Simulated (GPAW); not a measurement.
Crystal: NaFeO3.

```
CELL_PARAMETERS angstrom
3.83048 0.00000 0.00000
0.00000 3.83048 0.00000
0.00000 0.00000 3.83048
ATOMIC_POSITIONS crystal
Fe 0.50000 0.50000 0.50000
Na 0.00000 0.00000 0.00000
O 0.00000 0.50000 0.50000
O 0.50000 0.00000 0.50000
O 0.50000 0.50000 0.00000
```

The cell comes from a database or a generator and needn't be the stable form of this composition.

```yaml
Program: GPAW 26.7.0
Task: relaxation of cell and atoms
Functional: PBEsol
Dispersion: D4
Potentials_or_basis: PAW data sets generated in the run's folder for this functional
Cutoff: 800 eV
Basis: pw
k_mesh: 5 × 5 × 5
Occupations: fermi-dirac, width 0.05 eV
Spin: collinear spin, ferromagnetic start
Starting_moments: "[3.0, 0.0, 0.0, 0.0, 0.0] μB"
```

At the start: pressure -13.9 GPa; volume 11.24 Å³/atom.

Task: Where does the relaxation end?

Result: Over 4 steps the energy falls by 54.1 meV/atom and the volume is 10.05 Å³/atom (-10.6 %); space group Pm-3m (No. 221, to 0.05 Å); moment 3.79 μB per cell.

The path:
| step | energy change (eV) | largest force (eV/Å) | pressure (GPa) | volume (Å³) |
| --- | --- | --- | --- | --- |
| 1 | 0.0000 | 0.0000 | -13.93 | 56.20 |
| 2 | -0.0388 | 0.0000 | -13.07 | 55.73 |
| 3 | -0.2680 | 0.0000 | 1.25 | 49.82 |
| 4 | -0.2703 | 0.0000 | -0.18 | 50.27 |

Final structure:
```
Fe Na O
1.0
     3.69058    0.00000    0.00000
     0.00000    3.69058    0.00000
     0.00000    0.00000    3.69058
Fe Na O
1 1 3
Direct
  0.50000 0.50000 0.50000
  0.00000 0.00000 0.00000
  0.00000 0.50000 0.50000
  0.50000 0.00000 0.50000
  0.50000 0.50000 0.00000
```

Caveat: each step starts from the last one's moments, so a moment once lost doesn't come back; later steps reuse the first step's grids; a cell with one magnetic atom can't hold antiferromagnetic order, which such compounds often take; pairwise dispersion overbinds metals, which lowers pressure and volume.
